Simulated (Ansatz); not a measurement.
# F₃H₂NTi: how energies converge with the basis set

How large a basis does F₃H₂NTi need? Two functionals are run in growing sets.

Method: one geometry, several basis sets; program: Ansatz 0.2.0, Gaussian basis.

Levels to be run: PBE0-D4/def2-SVP; ωB97M-V/def2-SVP; PBE0-D4/def2-QZVPP; ωB97M-V/def2-QZVPP; the functionals' def2-TZVPP values are taken from earlier runs.

## (1) Structure used throughout

All runs share one geometry, relaxed beforehand with PBE0-D4 in a triple-zeta def2 set.

7 atoms, charge 0, spin multiplicity 1.

Atoms are counted from 1 here; the program's logs count them from 0.

Bond lengths: N1–Ti2 1.854 Å, N1–H6 1.011 Å, N1–H7 1.011 Å, Ti2–F3 1.752 Å, Ti2–F4 1.761 Å, Ti2–F5 1.752 Å. Angles: Ti2–N1–H6 124.5°, Ti2–N1–H7 124.4°, H6–N1–H7 111.1°, N1–Ti2–F3 107.4°, N1–Ti2–F4 110.3°, N1–Ti2–F5 107.6°, F3–Ti2–F4 108.5°, F3–Ti2–F5 114.6°, F4–Ti2–F5 108.4°.

## (2) PBE0-D4 in def2-SVP

File in.yaml:

```yaml
crystal:
  periodic: [false, false, false]
  atoms:
    - {symbol: N, position_ang: [-0.612557, 0.873898, 0.337825]}
    - {symbol: Ti, position_ang: [0.424843, -0.560660, -0.211743]}
    - {symbol: F, position_ang: [0.933983, -1.421770, 1.226024]}
    - {symbol: F, position_ang: [-0.526689, -1.653637, -1.211586]}
    - {symbol: F, position_ang: [1.735654, 0.076084, -1.184083]}
    - {symbol: H, position_ang: [-0.731823, 1.728815, -0.188410]}
    - {symbol: H, position_ang: [-1.162211, 0.889170, 1.186175]}
basis:
  gaussian: {orbitals: def2-SVP}
hamiltonian: {xc: pbe0, dispersion: d4}
output: {orbitals: {seedname: orbitals}}
```

Further steps of the session: ωB97M-V in def2-SVP; PBE0-D4 in def2-QZVPP; ωB97M-V in def2-QZVPP.

Before running them: what should the planned runs give, taken together? Wanted: PBE0-D4: double and triple zeta above quadruple; ωB97M-V: double and triple zeta above quadruple.

The runs gave:

| quantity | value |
| --- | --- |
| PBE0-D4: double and triple zeta above quadruple | 16.18, 0.97 eV |
| ωB97M-V: double and triple zeta above quadruple | 16.39, 0.90 eV |

**Reading.** For PBE0-D4 the step from double to triple zeta gains 15.22 eV and the next only 0.97 eV. These are total energies; as a rule much of such shifts cancels in differences, which this series doesn't test.
